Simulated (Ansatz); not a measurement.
# F3HOZr: up Jacob's ladder to CCSD(T)

One table from this session's results is given with a row withheld; the runs are named, their logs left out.

Program: Ansatz 0.2.0, Gaussian basis. Level of theory: functionals in def2-TZVPP, the program's frozen cores in correlated methods. These are calculated values, not measurements.

Plan: LDA (SPW92), PBE-D4, revPBE-D4, BLYP-D4, r2SCAN-D4, B97M-V, PBE0-D4, B3LYP-D4, r2SCANh-D4, r2SCAN0-D4, HSE06-D4, BHLYP-D4, CAM-B3LYP-D4, LC-ωPBE, ωB97X-V, ωB97M-V, B2PLYP, PBE-QIDH; CCSD(T)/def2-SVP; CCSD(T)/def2-TZVPP; MP2/def2-QZVPP; extrapolation to the limit; RPA on PBE.

## The relaxed structure

All runs share one geometry, relaxed beforehand with PBE0-D4 in a triple-zeta def2 set. Zr takes the def2 core potential; no spin-orbit term is included.

SMILES `[OH][Zr]([F])([F])[F]`, 6 atoms, charge 0, spin multiplicity 1.

Atoms are counted from 1 here; the program's logs count them from 0.

Bond lengths: O1–Zr2 1.899 Å, O1–H6 0.953 Å, Zr2–F3 1.903 Å, Zr2–F4 1.904 Å, Zr2–F5 1.903 Å. Angles: Zr2–O1–H6 178.8°, O1–Zr2–F3 109.8°, O1–Zr2–F4 109.8°, O1–Zr2–F5 109.8°, F3–Zr2–F4 109.1°, F3–Zr2–F5 109.1°, F4–Zr2–F5 109.2°.

Set-up of the first run:

in.yaml reads:

```yaml
crystal:
  periodic: [false, false, false]
  atoms:
    - {symbol: O, position_ang: [-0.994824, 0.578005, 0.825210]}
    - {symbol: Zr, position_ang: [0.333148, -0.203320, -0.284605]}
    - {symbol: F, position_ang: [1.519362, -1.254284, 0.769629]}
    - {symbol: F, position_ang: [-0.491666, -1.315101, -1.591134]}
    - {symbol: F, position_ang: [1.324982, 1.163273, -1.163220]}
    - {symbol: H, position_ang: [-1.649002, 0.967427, 1.398020]}
basis:
  gaussian: {orbitals: def2-TZVPP}
hamiltonian: {xc: lda}
output: {orbitals: {seedname: orbitals}}
```

Command:

```
ansatz run in.yaml --threads 4 --pin off --events-out ev --progress --plain --max-ram 10444MiB
```

Steps of the session up to this table: LDA; PBE-D4 (GGA); revPBE-D4 (GGA); BLYP-D4 (GGA); r2SCAN-D4 (meta-GGA); B97M-V (meta-GGA); B3LYP-D4 (hybrid); r2SCANh-D4 (hybrid); r2SCAN0-D4 (hybrid); HSE06-D4 (hybrid); BHLYP-D4 (hybrid); CAM-B3LYP-D4 (range-separated); LC-ωPBE (range-separated); ωB97X-V (range-separated); ωB97M-V (range-separated); B2PLYP (double hybrid); PBE-QIDH (double hybrid).

One table of the session follows, with a row left open; its other results are not shown here.

It belongs to the step «Orbital energies across the functionals». 

```
  functional  HOMO (eV)  gap (eV)
 LDA (SPW92)      -8.76      6.96
      PBE-D4      -8.49      6.98
   revPBE-D4      -8.39      7.00
     BLYP-D4      -8.40      6.97
   r2SCAN-D4      -8.89      7.58
      B97M-V      -8.94      7.68
     PBE0-D4     -10.26      9.66
    B3LYP-D4      -9.99      9.09
  r2SCANh-D4      -9.55      8.58
  r2SCAN0-D4          ?         ?
    HSE06-D4      -9.84      8.87
    BHLYP-D4     -11.97     11.80
CAM-B3LYP-D4     -11.80     11.78
     LC-ωPBE     -13.16     14.20
     ωB97X-V     -12.80     13.72
     ωB97M-V     -12.74     13.09
```

**Question.** Estimate the row for r2SCAN0-D4.

Worked estimate for «HOMO (eV)». Against the share of exact exchange, r2SCAN-D4 (0, -8.89), r2SCANh-D4 (0.1, -9.55) give a slope of -6.60 per unit share; at 0.25 the line stands at -10.54.

As computed: HOMO (eV): -10.55; gap (eV): 10.09. In «HOMO (eV)» the line misses by +0.01.
